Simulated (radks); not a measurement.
**Ionisation of Ho: one atom, several choices of relativity**

An exercise on one series of results from a longer session: the logs are not shown, and one member is left open.

The numbers are computed with radks (a radial shooting solver on a logarithmic mesh, Libxc functionals) version 1 (Kohn-Sham, PBE, spin-unpolarised, spherical densities), except any that are marked as measured or tabulated.

**Starting point**

* element: holmium (Z = 67)
* charge: 0
* electrons: 67
* configuration: [Xe] 4f11 6s2
* ion: Ho⁺, [Xe] 4f11 6s1
* choices: non-relativistic; scalar-relativistic; Dirac, 2j+1 shares; Dirac, low j first; scalar-relativistic, finite nucleus; Dirac, 2j+1 shares, finite nucleus; Dirac, c × 5; Dirac, c × 10; Dirac, c × 3

Set-up of the first run:

Settings of this run:

```text
Z 67
configuration [Xe] 4f11 6s2
relativity non-relativistic
functional pbe,pbe
spin unpolarised
nucleus point
```

Among the steps run: non-relativistic: Ho.

One of the session's tables, all rows but one given; the rest of the session is left out.

It belongs to the step «non-relativistic: Ho». From the orbitals of this run (lengths in bohr):

| level | <r> | outermost maximum (interpolated) | 90 % within | nodes |
| --- | --- | --- | --- | --- |
| 3d | 0.2090 | 0.171 | 0.324 | 0 |
| 4s | ? | ? | ? | ? |
| 4p | 0.5677 | 0.521 | 0.825 | 2 |
| 4d | 0.5982 | 0.525 | 0.899 | 1 |
| 5s | 1.382 | 1.23 | 2.00 | 4 |
| 5p | 1.572 | 1.35 | 2.32 | 3 |
| 4f | 0.8062 | 0.515 | 1.40 | 0 |
| 6s | 4.360 | 3.72 | 6.45 | 5 |

**Question.** Estimate the row for 4s.

**Answer.** <r>: 0.5558; outermost maximum (interpolated): 0.517; 90 % within: 0.798; nodes: 3. In the column «<r>» it lies between 3d (0.2090) and 4p (0.5677).

To keep in mind: Spin polarisation and multiplet splitting of open shells are left out at every level.
